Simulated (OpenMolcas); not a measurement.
# BCl2F (dichlorofluoroborane): HF/cc-pVTZ (RICD fitting, fitting threshold 0.01)

Aim: the vertical ionisation energy of BCl2F (dichlorofluoroborane) at HF/cc-pVTZ (RICD fitting, fitting threshold 0.01), from 2 runs. 

The calculation is run with OpenMolcas 26.06.

### Step 1. Starting point

BCl2F has 4 atoms, charge 0, and is taken as a singlet. As SMILES, `FB(Cl)Cl`. Geometry: relaxed at PBE0-D4/def2-TZVP.

Bond lengths: F1–B2 1.310 Å, B2–Cl3 1.739 Å, B2–Cl4 1.739 Å. Angles: F1–B2–Cl3 119.3°, F1–B2–Cl4 119.3°, Cl3–B2–Cl4 121.5°.

### Step 2. Energy and gradient at HF/cc-pVTZ (RICD fitting, fitting threshold 0.01)

geom.xyz

```xyz
4

F      0.114370    -1.165320    -0.781190
B      0.007910    -0.080610    -0.054040
Cl    -1.549540     0.373780     0.571420
Cl     1.427260     0.872140     0.263810
```

job.inp

```
* BCl2F Hartree-Fock
&GATEWAY
BASLIB
$CurrDir
COORD
geom.xyz
BASIS
cc-pVTZ
GROUP
NoSym
RICD
ACD
CDTHRESHOLD
0.01
&SEWARD
&SCF
PRORBITALS
0
&ALASKA
```

The basis set cc-pVTZ is read from a file made from the Basis Set Exchange's data (not shown).

Started as:

```sh
$ export MOLCAS_MEM=1860
$ pymolcas job.inp > job.log
```

The log of the run:

```text
--- Start Module: gateway ---
[...]
--- Stop Module: gateway /rc=_RC_ALL_IS_WELL_ ---
[...]
      Basis functions          128
[...]
--- Start Module: scf ---
[...]
       Convergence after  11 Iterations
[...]
::    Total SCF energy                              -1043.3434157006
[...]
      Total spin, S                                     0.0000000000
[...]
      Total electronic charge=   48.000000
      Total            charge=   -0.000000
[...]
      Dipole Moment (debye):
      Origin of the operator (angstrom)=   -0.0202    0.2055    0.1378
                   X= -2.5260E-02               Y=  2.5733E-01               Z=  1.7249E-01           Total=  3.1083E-01
      Quadrupole Moment (debye*angstrom):
[...]
--- Stop Module: scf /rc=_RC_ALL_IS_WELL_ ---
[...]
--- Start Module: alaska ---
[...]
 *              Molecular gradients               *
 **************************************************
  Irreducible representation: a
 ------------------------------------------------------------------------------------------
                              X                       Y                       Z
 ------------------------------------------------------------------------------------------
  F1                1.34920255058413E-03   -1.37923308910892E-02   -9.24432218657678E-03
  B2               -1.53356120895705E-03    1.56499846163098E-02    1.04891035167771E-02
  CL3               3.99530002535897E-03   -2.79471977531642E-04   -1.02793461630135E-03
  CL4              -3.81094136696802E-03   -1.57818174774249E-03   -2.16846713885666E-04
 ------------------------------------------------------------------------------------------
--- Stop Module: alaska /rc=_RC_ALL_IS_WELL_ ---
[...]
```

Run time: 9.9 s. Hardware: 1 thread of Arm Neoverse V1, shared host; peak memory 0.18 GiB.

### Step 3. The doublet cation, same level

geom.xyz is that of step 2.

job.input

```
&GATEWAY
 BasLib = $CurrDir
 Coord = geom.xyz
 Basis = cc-pVTZ
 Group = NoSym
 RICD
 aCD
 CDThreshold = 0.01

&SEWARD

&SCF
 UHF
 Charge = 1
 Spin = 2
 PrOrbitals = 0

&ALASKA
```

The basis set cc-pVTZ is read from a file made from the Basis Set Exchange's data (not shown).

Started as:

```sh
$ export MOLCAS_MEM=1860
$ pymolcas job.input > job.log
```

The log of the run:

```text
--- Start Module: gateway ---
[...]
--- Stop Module: gateway /rc=_RC_ALL_IS_WELL_ ---
[...]
      Basis functions          128
[...]
--- Start Module: scf ---
[...]
       Convergence after  20 Iterations
[...]
::    Total SCF energy                              -1042.9091325792
[...]
      Total spin, S                                     0.5189131289
[...]
      Total electronic charge=   47.000000
      Total            charge=    1.000000
[...]
      Dipole Moment (debye):
      Origin of the operator (angstrom)=   -0.0202    0.2055    0.1378
                   X= -1.5040E-01               Y=  1.5359E+00               Z=  1.0296E+00           Total=  1.8552E+00
      Center of Charge (angstrom)
[...]
--- Stop Module: scf /rc=_RC_ALL_IS_WELL_ ---
[...]
--- Start Module: alaska ---
[...]
 *              Molecular gradients               *
 **************************************************
  Irreducible representation: a
 ------------------------------------------------------------------------------------------
                              X                       Y                       Z
 ------------------------------------------------------------------------------------------
  F1                3.53954004905743E-03   -3.61570944205027E-02   -2.42366587830602E-02
  B2               -6.29277336373326E-03    6.43057444555648E-02    4.31067176203135E-02
  CL3              -7.40323177866031E-03   -1.55477759755511E-02   -8.53155653217819E-03
  CL4               1.01564650933099E-02   -1.26008740595775E-02   -1.03385023050464E-02
 ------------------------------------------------------------------------------------------
--- Stop Module: alaska /rc=_RC_ALL_IS_WELL_ ---
[...]
```

It took 19 s on 1 thread of Arm Neoverse V1, shared host; peak memory 0.18 GiB.

### Step 4. Results

Level: HF/cc-pVTZ (RICD fitting, fitting threshold 0.01).

```
                                          quantity           value
                       singlet BCl2F: total energy  -1043.34342 Eh
                      singlet BCl2F: dipole moment          0.31 D
                        singlet BCl2F: HOMO energy       -12.85 eV
                        singlet BCl2F: LUMO energy         2.96 eV
                      singlet BCl2F: HOMO–LUMO gap        15.81 eV
           singlet BCl2F: largest force on an atom      0.972 eV/Å
                      doublet cation: total energy  -1042.90913 Eh
doublet cation: HOMO energy (highest over α and β)       -17.94 eV
 doublet cation: LUMO energy (lowest over α and β)       -10.79 eV
                              doublet cation: ⟨S²⟩           0.788
          doublet cation: largest force on an atom      3.994 eV/Å
vertical ionisation energy (to the doublet cation)       11.817 eV
```

What this shows: The vertical ionisation energy comes to 11.82 eV (273 kcal/mol). The largest force (singlet BCl2F) is 0.97 eV/Å: the shape isn't a stationary point for this species at this level. −ε(HOMO) before ionisation, 12.85 eV, is 1.03 eV above this ionisation energy. Mulliken charges (singlet BCl2F) run from -0.20 on F1 to +0.40 on B2; they depend strongly on the basis. Mulliken charges (doublet cation) run from -0.13 on F1 to +0.39 on Cl3; they depend strongly on the basis.
